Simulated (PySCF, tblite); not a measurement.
# C3H5ClF2Ge: geometry, infrared bands and NMR shifts

Wanted: the infrared bands and NMR shifts of C3H5ClF2Ge (`[F][GeH2]/[C](F)=C/CCl`), by calculation.

Computed with tblite 0.8.0 and PySCF 2.14.0, with density-fitted response routines of our own, on a single molecule in the gas phase. Atoms are numbered from 0 throughout.

**1. Starting geometry**

12 atoms, charge 0, multiplicity 1; geometry from: force field or distance geometry start.

Bonds of the start (Å): F0–Ge1 1.76, Ge1–C2 1.91, C2–F3 1.38, C2–C4 1.36, C4–C5 1.51, C5–Cl6 1.80, Ge1–H7 1.56, Ge1–H8 1.56, C4–H9 1.08, C5–H10 1.10, C5–H11 1.11.

**2. Geometry optimisation with GFN2-xTB**

The job: settings as JSON, then the geometry in Å.

```
{"job": {"kind": "relax", "xc": "GFN2-xTB", "basis": "xTB"}, "charge": 0, "multiplicity": 1}
F      2.497600     0.943100     1.359900
Ge     2.169500     0.062700    -0.129800
C      0.305900    -0.144500    -0.475500
F     -0.093900    -0.409200    -1.764800
C     -0.609000    -0.011400     0.520300
C     -2.047600    -0.189800     0.095800
Cl    -2.872000     1.359000     0.484400
H      2.919700    -1.293600     0.007900
H      2.751200     0.827600    -1.360200
H     -0.323100     0.207700     1.535900
H     -2.129500    -0.379600    -0.988400
H     -2.567500    -0.972600     0.688600
```

Launch:

```sh
OMP_NUM_THREADS=1 python probes_run.py task.json out
```

This one command runs all jobs of the session in turn.

**Question.** This job is followed by: GFN2-xTB harmonic vibrations, gas phase; GIAO PBE0/pcSseg-1 NMR shielding, non-relativistic, gas phase. What will the session give for the following? strongest single infrared mode (GFN2-xTB); zero-point energy (GFN2-xTB); 13C shifts against TMS (PBE0/pcSseg-1); 1H shifts against TMS (PBE0/pcSseg-1, means over atoms taken as alike); 19F shifts against CFCl3 (PBE0/pcSseg-1); 73Ge shifts against GeMe4 (PBE0/pcSseg-1); 35Cl shifts against HCl (PBE0/pcSseg-1); surface potential, 1st and 99th percentile.

The runs gave:

| quantity | value |
| --- | --- |
| strongest single infrared mode (GFN2-xTB) | 2003 cm⁻¹, 439 km/mol |
| zero-point energy (GFN2-xTB) | 42.4 kcal/mol |
| 13C shifts against TMS (PBE0/pcSseg-1) | 170.5, 129.6, 41.7 ppm |
| 1H shifts against TMS (PBE0/pcSseg-1, means over atoms taken as alike) | 5.97, 5.60, 4.43 ppm |
| 19F shifts against CFCl3 (PBE0/pcSseg-1) | -118.9, -263.1 ppm |
| 73Ge shifts against GeMe4 (PBE0/pcSseg-1) | -27 ppm |
| 35Cl shifts against HCl (PBE0/pcSseg-1) | 127 ppm |
| surface potential, 1st and 99th percentile | -1.18 V and 1.97 V |

What this shows: The optimisation took 100 steps and gained 0.391 eV; among the close pairs (by a distance rule), Ge1–H8 changed most, from 1.561 to 1.501 Å. All 30 modes are real, so the xTB geometry is a minimum. The strongest single mode, at 2003 cm⁻¹, moves mainly H8 and H7. GFN2-xTB is a fitted tight-binding method: band positions and strengths are rough. Its intensities can rank the bands wrongly. H9 (hydrogen on an alkene CH) lies farthest downfield among hydrogen, at 5.97 ppm; attached to an sp2 carbon and in the plane of the double bond. At PBE0/pcSseg-1: The widest tensor belongs to Cl6: span 463 ppm, with a paramagnetic part of -322 ppm. By nearest atom (PBE0/pcSseg-1), the HOMO sits on C2, C4 about 30 % each; Cl6 15 % and the LUMO on C2 28 %; C4 22 %. Spin-orbit coupling is left out, which matters for shieldings and couplings at and beside the heavy atoms.
